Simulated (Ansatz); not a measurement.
# AlBGeH₆ (SMILES [BH2][GeH2][AlH2]): one structure at several levels

One table from this session's results is given with a row withheld; the runs are named, their logs left out.

Program: Ansatz 0.2.0, Gaussian basis. Level of theory: single points in def2-TZVPP. These are calculated values, not measurements.

Correlated methods freeze the cores. Filled d shells of the heavier atoms are correlated.

### Starting geometry

9 atoms, charge 0, spin multiplicity 1.

Atoms are counted from 1 here; the program's logs count them from 0.

Bond lengths: B1–Ge2 1.966 Å, B1–H4 1.188 Å, B1–H5 1.191 Å, Ge2–Al3 2.396 Å, Ge2–H6 1.562 Å, Ge2–H7 1.585 Å, Al3–H8 1.557 Å, Al3–H9 1.553 Å. Angles: Ge2–B1–H4 124.3°, Ge2–B1–H5 119.3°, H4–B1–H5 116.3°, B1–Ge2–Al3 134.3°, B1–Ge2–H6 113.0°, B1–Ge2–H7 111.2°, Al3–Ge2–H6 90.9°, Al3–Ge2–H7 103.9°, H6–Ge2–H7 95.7°, Ge2–Al3–H8 129.0°, Ge2–Al3–H9 119.8°, H8–Al3–H9 110.8°.

Coordinates:

```
B    -0.9713    0.8407   -1.6022
Ge    0.3742    0.2600   -0.2919
Al    0.3408   -1.2024    1.6063
H    -1.1017    0.3659   -2.6833
H    -1.7465    1.6943   -1.3032
H     0.9117    1.4322    0.5898
H     1.7599   -0.0569   -0.9934
H     0.0543   -2.7316    1.6592
H     0.4418   -0.6099    3.0379
```

Set-up of the first run:

run/in.yaml

```yaml
crystal:
  periodic: [false, false, false]
  atoms:
    - {symbol: B, position_ang: [-0.971300, 0.840700, -1.602200]}
    - {symbol: Ge, position_ang: [0.374200, 0.260000, -0.291900]}
    - {symbol: Al, position_ang: [0.340800, -1.202400, 1.606300]}
    - {symbol: H, position_ang: [-1.101700, 0.365900, -2.683300]}
    - {symbol: H, position_ang: [-1.746500, 1.694300, -1.303200]}
    - {symbol: H, position_ang: [0.911700, 1.432200, 0.589800]}
    - {symbol: H, position_ang: [1.759900, -0.056900, -0.993400]}
    - {symbol: H, position_ang: [0.054300, -2.731600, 1.659200]}
    - {symbol: H, position_ang: [0.441800, -0.609900, 3.037900]}
basis:
  gaussian: {orbitals: def2-TZVPP}
correlation: {method: ccsd_t}
output: {forces: true}
```

The command line of these runs was not kept.

Among the steps run: CCSD(T)/def2-TZVPP; PBE0-D4/def2-TZVPP; wB97M-V/def2-TZVPP; r2SCAN-D4/def2-TZVPP; PBE-D4/def2-TZVPP; SPW92/def2-TZVPP; r2SCAN0-D4/def2-TZVPP.

One of the session's tables, all rows but one given; the rest of the session is left out.

```
    method  RMS force component (eV/Å)  angle to CCSD(T) forces (°)  dipole (D)
   CCSD(T)                       0.542                    reference        0.52
   PBE0-D4                       0.486                          5.5        0.44
   wB97M-V                           ?                            ?           ?
 r2SCAN-D4                       0.468                          6.2        0.36
    PBE-D4                       0.432                         15.6        0.29
     SPW92                       0.371                         26.9        0.25
r2SCAN0-D4                       0.514                          4.8        0.48
```

Estimate the missing values for wB97M-V.

**Answer.** RMS force component (eV/Å): 0.518; angle to CCSD(T) forces (°): 4.9; dipole (D): 0.53. In the column «RMS force component (eV/Å)» it lies between r2SCAN0-D4 (0.514) and CCSD(T) (0.542).
